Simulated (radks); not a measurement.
# Nuclear size and the levels of K

An exercise on one series of results from a longer session: the logs are not shown, and one member is left open.

The numbers are computed with radks (a radial shooting solver on a logarithmic mesh, Libxc functionals) version 1 (Dirac Kohn-Sham, exchange-only LDA, spin-unpolarised, spherical densities, finite nucleus), except any that are marked as measured or tabulated.

## The system

```
element            : potassium (Z = 19)
charge             : 0
electrons          : 19
configuration      : [Ar] 4s1
nuclear rms radius : 3.4349 fm
```

The outer shells:

K
```
[Ar] core
4s [↑ ]
```

Set-up of the first run:

Settings of this run:

```text
Z 19
configuration [Ar] 4s1 3d0 4p0
relativity Dirac
functional lda,
spin unpolarised
j_filling energy
nucleus finite rms 3.4349 fm
c 137.035999084
```

Run with:

```bash
$ python run_ks.py task.json out
```

All runs below come from this command, one after another.

Steps of the session up to this table: rms radius 3.4349 fm.

One table of the session follows, with a row left open; its other results are not shown here.

It belongs to the step «rms radius 3.4349 fm». Radial moments (bohr):

| level | <r> | outermost maximum (interpolated) | 90 % within | nodes |
| --- | --- | --- | --- | --- |
| 2p1/2 | 0.3497 | 0.261 | 0.579 | 0 |
| 2p3/2 | 0.3522 | 0.263 | 0.583 | 0 |
| 3s1/2 | 1.273 | 1.08 | 1.93 | 2 |
| 3p1/2 | 1.439 | 1.15 | 2.26 | 1 |
| 3p3/2 | 1.448 | 1.16 | 2.27 | 1 |
| 4s1/2 | 5.173 | 4.15 | 7.97 | 3 |
| 4p1/2 | ? | ? | ? | ? |
| 4p3/2 | 8.148 | 6.31 | 12.9 | 2 |

Estimate the missing values for 4p1/2.

**Answer.** <r>: 8.104; outermost maximum (interpolated): 6.28; 90 % within: 12.8; nodes: 2. In the column «<r>» it lies between 4s1/2 (5.173) and 4p3/2 (8.148).
